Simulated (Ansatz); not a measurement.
# Pt: the cost of one run

Computed with Ansatz 0.2.0 (DFT r2SCAN, scalar-relativistic, plane waves, PAW, unless a step's input says otherwise).

### Step 1. The starting structure

Symmetry: Im-3m, No. 229, cubic system. The conventional cell has a = 3.168 Å, b = 3.168 Å, c = 3.168 Å, α = 90.00°, β = 90.00°, γ = 90.00°. Around Pt (site symmetry m-3m) lie 8 Pt at 2.74 Å.

Structure file:

```cif
data_structure
_symmetry_space_group_name_H-M 'Im-3m'
_symmetry_Int_Tables_number 229
_cell_length_a 3.1684
_cell_length_b 3.1684
_cell_length_c 3.1684
_cell_angle_alpha 90.000
_cell_angle_beta 90.000
_cell_angle_gamma 90.000
_cell_volume 31.81
loop_
_atom_site_label
_atom_site_type_symbol
_atom_site_symmetry_multiplicity
_atom_site_Wyckoff_symbol
_atom_site_fract_x
_atom_site_fract_y
_atom_site_fract_z
_atom_site_occupancy
Pt1 Pt 2 a 0.00000 0.00000 0.00000 1
```

It goes back to an entry of the Materials Project, which need not be the stable form.

The cell is taken as given, not relaxed at this level.

### Step 2. Zero of energy

The reference gives a free energy of -12536.6900 eV, pressure -6.49 GPa, largest force 0.000 eV/Å and gap on the mesh none (metal). It was computed beforehand with the settings of the runs below.

### Step 3. Setting up a tetragonal deformation path

At fixed volume and fractional coordinates, lengths along (0.000, 0.000, 1.000) are scaled against those across it; ρ is that ratio over its starting value.

### Step 4. ρ = 0.707

The input, input.yaml:

```yaml
crystal:
  lattice:
    - [-1.778316346, 1.778316346, 1.2572696566]
    - [1.778316346, -1.778316346, 1.2572696566]
    - [1.778316346, 1.778316346, -1.2572696566]
  atoms:
    - { symbol: Pt, position: [0.0, 0.0, 0.0] }
basis:
  ecutwfc: 500
kpoints:
  mp_grid: { grid: [24, 24, 24] }
hamiltonian:
  xc: r2scan
scf:
  occupations: { method: gaussian, width: 0.15 }
output:
  forces: true
  stress: true
  eigenvalues: true
```

On the command line:

```sh
> ansatz run input.yaml --threads 1 --pin off --max-ram 2560MiB --backend cpu --events-out ev --progress --plain --runs-dir out
```

Q: Estimate wall time and peak memory on 1 thread of Intel Xeon at 2.50GHz (Skylake/Cascade Lake), shared host.

About 50 s, with a peak of 0.6 GiB.
